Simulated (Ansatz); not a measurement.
# C₂H₅FMg: small, medium and large basis sets

How large a basis does C₂H₅FMg need? Two functionals are run in growing sets.

The runs use Ansatz 0.2.0, Gaussian basis; one geometry, several basis sets.

Plan: PBE0-D4/def2-SVP; ωB97M-V/def2-SVP; PBE0-D4/def2-QZVPP; ωB97M-V/def2-QZVPP; the functionals' def2-TZVPP values are taken from earlier runs.

### Step 1. Structure used throughout

An earlier PBE0-D4 in a triple-zeta def2 set relaxation fixed the geometry.

SMILES `C[CH2][Mg][F]`, 9 atoms, charge 0, spin multiplicity 1.

Atoms are counted from 1 here; the program's logs count them from 0.

Bond lengths: C1–C2 1.530 Å, C1–H5 1.094 Å, C1–H6 1.096 Å, C1–H7 1.094 Å, C2–Mg3 2.087 Å, C2–H8 1.097 Å, C2–H9 1.097 Å, Mg3–F4 1.761 Å. Angles: C2–C1–H5 112.1°, C2–C1–H6 112.2°, C2–C1–H7 112.1°, H5–C1–H6 106.6°, H5–C1–H7 106.7°, H6–C1–H7 106.6°, C1–C2–Mg3 116.6°, C1–C2–H8 109.8°, C1–C2–H9 109.8°, Mg3–C2–H8 107.5°, Mg3–C2–H9 107.5°, H8–C2–H9 105.0°, C2–Mg3–F4 179.8°.

### Step 2. PBE0-D4 in def2-SVP

Contents of in.yaml:

```yaml
crystal:
  periodic: [false, false, false]
  atoms:
    - {symbol: C, position_ang: [-0.415410, 1.101377, 0.035439]}
    - {symbol: C, position_ang: [-0.064630, -0.289595, 0.566962]}
    - {symbol: Mg, position_ang: [0.850932, -1.598897, -0.776079]}
    - {symbol: F, position_ang: [1.623856, -2.707813, -1.904392]}
    - {symbol: H, position_ang: [-1.107994, 1.056679, -0.810269]}
    - {symbol: H, position_ang: [-0.891456, 1.728534, 0.798356]}
    - {symbol: H, position_ang: [0.468542, 1.645343, -0.310430]}
    - {symbol: H, position_ang: [0.593684, -0.199079, 1.439620]}
    - {symbol: H, position_ang: [-0.969126, -0.782748, 0.943493]}
basis:
  gaussian: {orbitals: def2-SVP}
hamiltonian: {xc: pbe0, dispersion: d4}
output: {orbitals: {seedname: orbitals}}
```

The run is started by

```bash
ansatz run in.yaml --threads 2 --pin off --events-out ev --progress --plain --max-ram 32768MiB --backend cpu
```

The runs that follow: ωB97M-V in def2-SVP; PBE0-D4 in def2-QZVPP; ωB97M-V in def2-QZVPP.

Before running them: what should the planned runs give, taken together? Wanted: PBE0-D4: double and triple zeta above quadruple; ωB97M-V: double and triple zeta above quadruple.

As calculated:

| quantity | value |
| --- | --- |
| PBE0-D4: double and triple zeta above quadruple | 8.21, 0.56 eV |
| ωB97M-V: double and triple zeta above quadruple | 8.37, 0.53 eV |

In words: PBE0-D4 gains 7.65 eV from double to triple zeta, then 0.56 eV more. Total energies overstate the basis error of differences, where much of it tends to cancel.
